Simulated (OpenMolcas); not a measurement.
# A workflow on CH5AsSi (SMILES C1[SiH2][AsH]1)

Aim: the energy (HF/ANO-R0), then the energy (CASSCF(2,2)/ANO-R1), then an energy scan (CASPT2(2,2)/ANO-R1), then the energy along one coordinate (SC-NEVPT2(2,2)/ANO-R1), then the energy along one coordinate (MC-PDFT[tPBE](2,2)/ANO-R1) of CH5AsSi. 

The calculation is run with OpenMolcas 26.06.

## 1. The system as given

CH5AsSi has 8 atoms, charge 0, and is taken as a singlet. As SMILES, `C1[SiH2][AsH]1`. The shape is that of a PBE0-D4/def2-TZVP optimisation.

Bond lengths: C1–Si2 1.843 Å, C1–As3 2.046 Å, Si2–As3 2.317 Å, C1–H4 1.084 Å, C1–H5 1.086 Å, Si2–H6 1.480 Å, Si2–H7 1.479 Å, As3–H8 1.526 Å. Some angles: C1–Si2–As3 57.6°, Si2–C1–As3 72.9°, C1–As3–Si2 49.5°, C1–Si2–H6 117.5°, C1–Si2–H7 118.2°, As3–Si2–H6 118.8°, As3–Si2–H7 119.8°, Si2–C1–H4 121.0°, Si2–C1–H5 118.1°, As3–C1–H4 114.8°.

## 2. The energy at HF/ANO-R0 (sfX2C) (run 1)

input.xyz reads:

```xyz
8

C     -0.770300     0.017900    -0.576000
Si     0.707800     0.663100     0.315700
As    -0.538100    -1.122700     1.107200
H     -0.667200    -0.524000    -1.509300
H     -1.690700     0.591800    -0.522300
H      0.581300     1.973900     0.990500
H      2.040800     0.422300    -0.277100
H      0.428400    -2.079400     0.415600
```

step1.inp reads:

```
&GATEWAY
COORD=input.xyz
BASIS=ANO-R0
GROUP=NoSym
&SEWARD
&SCF
PRORBITALS=0
&LOCALISATION
OCCUPIED
FREEZE
PIPEK-MEZEY
&LOCALISATION
FILEORB=$Project.LocOrb
VIRTUAL
PIPEK-MEZEY
```

Started as:

```console
$ export MOLCAS_MEM=1860
$ pymolcas step1.inp > step1.log
```

The log of the run:

```text
--- Start Module: gateway ---
[...]
--- Stop Module: gateway /rc=_RC_ALL_IS_WELL_ ---
[...]
      Basis functions           37
[...]
       Convergence after  11 Iterations
[...]
::    Total SCF energy                              -2588.8403824397
[...]
      Total spin, S                                     0.0000000000
[...]
      Total electronic charge=   58.000000
      Total            charge=   -0.000000
[...]
      Dipole Moment (debye):
      Origin of the operator (angstrom)=   -0.2423   -0.5416    0.7001
                   X= -1.0454E+00               Y= -1.1490E-01               Z= -3.9092E-01           Total=  1.1220E+00
      Quadrupole Moment (debye*angstrom):
[...]
--- Start Module: localisation ---
[...]
--- Stop Module: localisation /rc=_RC_ALL_IS_WELL_ ---
--- Start Module: localisation ---
[...]
--- Stop Module: localisation /rc=_RC_ALL_IS_WELL_ ---
[...]
```

Wall time 2.6 s (1 thread of Intel Xeon 6975P-C (Granite Rapids), shared host); peak memory 0.42 GiB.

## 3. A single-point energy at CASSCF(2,2)/ANO-R1 (sfX2C, RICD fitting) (run 2)

input.xyz is that of step 2.

step2.inp reads:

```
* CH5AsSi CASSCF
>>> EXPORT MOLCAS_PRINT=2
&gateway
coord = input.xyz
basis = ANO-R0
group = NoSym
&seward
&rasscf
fileorb = $CurrDir/step1.LocOrb
alter = 2
1 27 29
1 30 31
spin = 1
nactel = 2 0 0
inactive = 28
ras2 = 2
orblisting = Nothing
>>> COPY $Project.RunFile RUNFIL1
>>> COPY $Project.RasOrb INPORB
&gateway
coord = input.xyz
basis = ANO-R1
group = NoSym
ricd
&seward
>>> COPY $Project.RunFile RUNFIL2
&expbas
&rasscf
fileorb = $Project.ExpOrb
spin = 1
nactel = 2 0 0
inactive = 28
ras2 = 2
orblisting = Nothing
```

Started as:

```console
$ export MOLCAS_MEM=1860
$ pymolcas step2.inp > step2.log
```

The log of the run:

```text
--- Start Module: gateway ---
[...]
--- Stop Module: gateway /rc=_RC_ALL_IS_WELL_ ---
[...]
      Basis functions           37
[...]
      Number of active orbitals                  2
[...]
      Spin quantum number                      0.0
[...]
      Active orbitals                            2
[...]
      Number of CSFs                             3
[...]
      Number of root(s) required                 1
[...]
      Convergence after 13 iterations
[...]
      printout of CI-coefficients larger than  0.05 for root  1
      energy=   -2588.849831
      conf/sym  11     Coeff  Weight
             1  20   0.99352 0.98708
             3  02  -0.11368 0.01292
      Natural orbitals and occupation numbers for root  1
      sym 1:   1.974155   0.025845
      ************************************************************************************************************************
      *                                                    Final results                                                     *
[...]
::    RASSCF root number  1 Total energy:  -2588.84983066
[...]
      Basis functions           96
[...]
--- Start Module: expbas ---
[...]
--- Stop Module: expbas /rc=_RC_ALL_IS_WELL_ ---
--- Start Module: rasscf ---
[...]
      Convergence after 16 iterations
[...]
      Natural orbitals and occupation numbers for root  1
      sym 1:   1.973344   0.026656
      ************************************************************************************************************************
      *                                                    Final results                                                     *
[...]
::    RASSCF root number  1 Total energy:  -2589.41564694
[...]
      Total electronic charge=   58.000000
      Total            charge=   -0.000000
[...]
      Dipole Moment (debye):
      Origin of the operator (angstrom)=   -0.2423   -0.5416    0.7001
                   X=  4.9571E-01               Y=  6.3736E-01               Z= -8.6346E-01           Total=  1.1822E+00
      Quadrupole Moment (debye*angstrom):
[...]
--- Stop Module: rasscf /rc=_RC_ALL_IS_WELL_ ---
[...]
```

Wall time 11 s (1 thread of Intel Xeon 6975P-C (Granite Rapids), shared host); peak memory 0.42 GiB.

## 4. The energy along one coordinate at CASPT2(2,2)/ANO-R1 (sfX2C, RICD fitting, ipea shift 0.25 Eh, pt2 variant SS) (run 3)

step3.input reads:

```
* CH5AsSi CASPT2
>>> COPY $CurrDir/step2.RasOrb $Project.RasOrb
>>> ForEach K in (1, 2, 3, 4, 5, 6, 7, 8, 9)

&GATEWAY
 COORD
 $CurrDir/point$K.xyz
 BASIS
 ANO-R1
 GROUP
 NoSym
 RICD

&SEWARD

&RASSCF
 FILEORB
 $Project.RasOrb
 SPIN
 1
 NACTEL
 2 0 0
 INACTIVE
 28
 RAS2
 2
 ORBLISTING
 Nothing

&CASPT2
 IMAGINARY
 0.2
 FROZEN
 15
>>> EndDo
```

Started as:

```console
$ export MOLCAS_MEM=1860
$ pymolcas step3.input > step3.log
```

The log of the run:

```text
[...]
      Basis functions           96
[...]
      Number of active orbitals                  2
[...]
      Spin quantum number                      0.0
[...]
      Active orbitals                            2
[...]
      Number of CSFs                             3
[...]
      Number of root(s) required                 1
[...]
      Convergence after 12 iterations
[...]
      Natural orbitals and occupation numbers for root  1
      sym 1:   1.982152   0.017848
      ************************************************************************************************************************
      *                                                    Final results                                                     *
[...]
::    RASSCF root number  1 Total energy:  -2589.40487930
[...]
::    CASPT2 Root  1     Total energy:  -2590.13177490
[...]
      Convergence after 12 iterations
[...]
      Natural orbitals and occupation numbers for root  1
      sym 1:   1.973322   0.026678
      ************************************************************************************************************************
      *                                                    Final results                                                     *
[...]
      Convergence after 13 iterations
[...]
      Natural orbitals and occupation numbers for root  1
      sym 1:   1.714014   0.285986
      ************************************************************************************************************************
      *                                                    Final results                                                     *
[...]
      Convergence after 13 iterations
[...]
      Natural orbitals and occupation numbers for root  1
      sym 1:   1.484681   0.515319
      ************************************************************************************************************************
      *                                                    Final results                                                     *
[...]
      Convergence after 12 iterations
[...]
      Natural orbitals and occupation numbers for root  1
      sym 1:   1.237110   0.762890
      ************************************************************************************************************************
      *                                                    Final results                                                     *
[...]
::    RASSCF root number  1 Total energy:  -2589.30994548
[...]
::    CASPT2 Root  1     Total energy:  -2590.02399587
[...]
      Convergence after 11 iterations
[...]
::    RASSCF root number  1 Total energy:  -2589.30769296
[...]
::    CASPT2 Root  1     Total energy:  -2590.02105716
[...]
```

Wall time 82 s (1 thread of Intel Xeon 6975P-C (Granite Rapids), shared host); peak memory 0.16 GiB.

The scan, from its lowest point:

```csv
H8–As3 (Å),energy (kJ/mol)
1.373,22.9
1.526,0.0
1.678,16.7
1.907,71.6
2.212,152.6
2.594,230.5
3.051,281.6
3.662,305.9
4.577,313.6
```

## 5. The energy along one coordinate at SC-NEVPT2(2,2)/ANO-R1 (sfX2C, RICD fitting, pt2 variant SC-NEVPT2) (run 4)

step4.inp reads:

```
>>> COPY $CurrDir/step2.RasOrb $Project.RasOrb
>>> ForEach K in (1, 2, 3, 4, 5, 6, 7, 8, 9)
&GATEWAY
Coord=$CurrDir/point$K.xyz
Basis=ANO-R1
Group=NoSym
RICD
&SEWARD
&RASSCF
FileOrb=$Project.RasOrb
Spin=1
Nactel=2 0 0
Inactive=28
Ras2=2
OrbListing=Nothing
&CASPT2
SC-NEVPT2
Frozen=15
>>> EndDo
```

Started as:

```console
$ export MOLCAS_MEM=1860
$ pymolcas step4.inp > step4.log
```

The log of the run:

```text
[...]
      Basis functions           96
[...]
      Number of active orbitals                  2
[...]
      Spin quantum number                      0.0
[...]
      Active orbitals                            2
[...]
      Number of CSFs                             3
[...]
      Number of root(s) required                 1
[...]
      Convergence after 12 iterations
[...]
      printout of CI-coefficients larger than  0.05 for root  1
      energy=   -2589.404879
      conf/sym  11     Coeff  Weight
             1  20   0.99553 0.99108
             3  02  -0.09447 0.00892
      Natural orbitals and occupation numbers for root  1
      sym 1:   1.982152   0.017848
      ************************************************************************************************************************
      *                                                    Final results                                                     *
[...]
::    RASSCF root number  1 Total energy:  -2589.40487930
[...]
      E2 (Variational):          -0.7219169104
[...]
::    SC-NEVPT2 Root  1     Total energy:  -2590.12674095
[...]
      Convergence after 12 iterations
[...]
      Natural orbitals and occupation numbers for root  1
      sym 1:   1.973322   0.026678
      ************************************************************************************************************************
      *                                                    Final results                                                     *
[...]
      Convergence after 13 iterations
[...]
      Natural orbitals and occupation numbers for root  1
      sym 1:   1.714014   0.285986
      ************************************************************************************************************************
      *                                                    Final results                                                     *
[...]
      Convergence after 13 iterations
[...]
      Natural orbitals and occupation numbers for root  1
      sym 1:   1.484681   0.515319
      ************************************************************************************************************************
      *                                                    Final results                                                     *
[...]
      Convergence after 12 iterations
[...]
::    RASSCF root number  1 Total energy:  -2589.30994548
[...]
::    SC-NEVPT2 Root  1     Total energy:  -2590.02332601
[...]
      Convergence after 11 iterations
[...]
::    RASSCF root number  1 Total energy:  -2589.30769296
[...]
      E2 (Variational):          -0.7129343667
[...]
      Reference weight:           0.84351
[...]
::    SC-NEVPT2 Root  1     Total energy:  -2590.02062733
[...]
```

Run time: 78 s. Hardware: 1 thread of Intel Xeon 6975P-C (Granite Rapids), shared host; peak memory 0.16 GiB.

The scan, from its lowest point:

```csv
H8–As3 (Å),energy (kJ/mol)
1.373,26.0
1.526,0.0
1.678,14.4
1.907,67.1
2.212,146.6
2.594,223.7
3.051,274.1
3.662,297.5
4.577,304.6
```

## 6. An energy scan at MC-PDFT[tPBE](2,2)/ANO-R1 (sfX2C, RICD fitting) (run 5)

step5.inp reads:

```
* CH5AsSi MC-PDFT
>>> COPY $CurrDir/step2.RasOrb $Project.RasOrb
>>> ForEach K in (1, 2, 3, 4, 5, 6, 7, 8, 9)
&GATEWAY
Coord=$CurrDir/point$K.xyz
Basis=ANO-R1
Group=NoSym
RICD
&SEWARD
&RASSCF
FileOrb=$Project.RasOrb
Spin=1
Nactel=2 0 0
Inactive=28
Ras2=2
OrbListing=Nothing
&MCPDFT
KSDFT=T:PBE
>>> EndDo
```

Started as:

```console
$ export MOLCAS_MEM=1860
$ pymolcas step5.inp > step5.log
```

The log of the run:

```text
--- Start Module: gateway ---
[...]
      Basis functions           96
[...]
      Number of active orbitals                  2
[...]
      Spin quantum number                      0.0
[...]
      Active orbitals                            2
[...]
      Number of CSFs                             3
[...]
      Number of root(s) required                 1
[...]
      Convergence after 12 iterations
[...]
      printout of CI-coefficients larger than  0.05 for root  1
      energy=   -2589.404879
      conf/sym  11     Coeff  Weight
             1  20   0.99553 0.99108
             3  02  -0.09447 0.00892
      Natural orbitals and occupation numbers for root  1
      sym 1:   1.982152   0.017848
      ************************************************************************************************************************
      *                                                    Final results                                                     *
[...]
::    RASSCF root number  1 Total energy:  -2589.40487930
[...]
::    MCPDFT root number  1 Total energy:  -2591.49794991
[...]
      Convergence after 12 iterations
[...]
      Natural orbitals and occupation numbers for root  1
      sym 1:   1.973322   0.026678
      ************************************************************************************************************************
      *                                                    Final results                                                     *
[...]
      Convergence after 13 iterations
[...]
      Natural orbitals and occupation numbers for root  1
      sym 1:   1.714014   0.285986
      ************************************************************************************************************************
      *                                                    Final results                                                     *
[...]
      Convergence after 13 iterations
[...]
      Natural orbitals and occupation numbers for root  1
      sym 1:   1.484681   0.515319
      ************************************************************************************************************************
      *                                                    Final results                                                     *
[...]
      Convergence after 12 iterations
[...]
::    RASSCF root number  1 Total energy:  -2589.30994548
[...]
::    MCPDFT root number  1 Total energy:  -2591.38892288
[...]
      Convergence after 11 iterations
[...]
::    RASSCF root number  1 Total energy:  -2589.30769296
[...]
      Total electronic charge=   58.000000
      Total            charge=   -0.000000
[...]
::    MCPDFT root number  1 Total energy:  -2591.38685388
[...]
```

Run time: 82 s. Hardware: 1 thread of Intel Xeon 6975P-C (Granite Rapids), shared host; peak memory 0.16 GiB.

The scan, from its lowest point:

```csv
H8–As3 (Å),energy (kJ/mol)
1.373,28.0
1.526,0.0
1.678,12.6
1.907,63.7
2.212,144.7
2.594,228.8
3.051,287.9
3.662,314.2
4.577,319.7
```

## 7. Summary of results

| quantity | value |
| --- | --- |
| run 1, HF/ANO-R0: total energy | -2588.84038 Eh |
| run 1, HF/ANO-R0: dipole moment | 1.12 D |
| run 1, HF/ANO-R0: HOMO energy | -10.50 eV |
| run 1, HF/ANO-R0: LUMO energy | 1.97 eV |
| run 1, HF/ANO-R0: HOMO–LUMO gap | 12.48 eV |
| run 2, CASSCF(2,2)/ANO-R1: total energy | -2589.41565 Eh |
| run 2, CASSCF(2,2)/ANO-R1: dipole moment (CASSCF density) | 1.18 D |
| run 3, CASPT2(2,2)/ANO-R1: lowest energy of the scan | -2590.14050 Eh |
| run 4, SC-NEVPT2(2,2)/ANO-R1: lowest energy of the scan | -2590.13665 Eh |
| run 5, MC-PDFT[tPBE](2,2)/ANO-R1: lowest energy of the scan | -2591.50861 Eh |

**Reading.** Mulliken charges (run 2, CASSCF(2,2)/ANO-R1) run from -0.28 on C1 to +0.08 on H5; they depend strongly on the basis.
